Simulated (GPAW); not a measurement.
TaN:

```xyz
2
Lattice="0.0000 2.1790 2.1790 2.1790 0.0000 2.1790 2.1790 2.1790 0.0000" Properties=species:S:1:pos:R:3 pbc="T T T"
Ta    2.1790    2.1790    2.1790
N     0.0000    0.0000    0.0000
```

Base run:

```yaml
Program: GPAW 26.7.0
Functional: PBEsol
Potentials_or_basis: PAW data sets generated in the run's folder for this functional
Cutoff: 800 eV
Basis: pw
k_mesh: 10 × 10 × 10
Occupations: fermi-dirac, width 0.05 eV
Spin: no spin polarisation
Hubbard_terms: Ta d U = 2 eV
```

Its results: pressure 9.4 GPa.

Task: After a change of settings the same cell gave: pressure 22.2 GPa. Which change was it?
A. hubbard terms from Ta d U = 2 eV to Ta d U = 6 eV
B. hubbard terms from Ta d U = 2 eV to Ta d U = 4 eV
C. hubbard terms from Ta d U = 2 eV to none

Result: A.

Caveats: U without spin polarisation on a metal has little footing.

Runs at the PBE level aren't shown here.
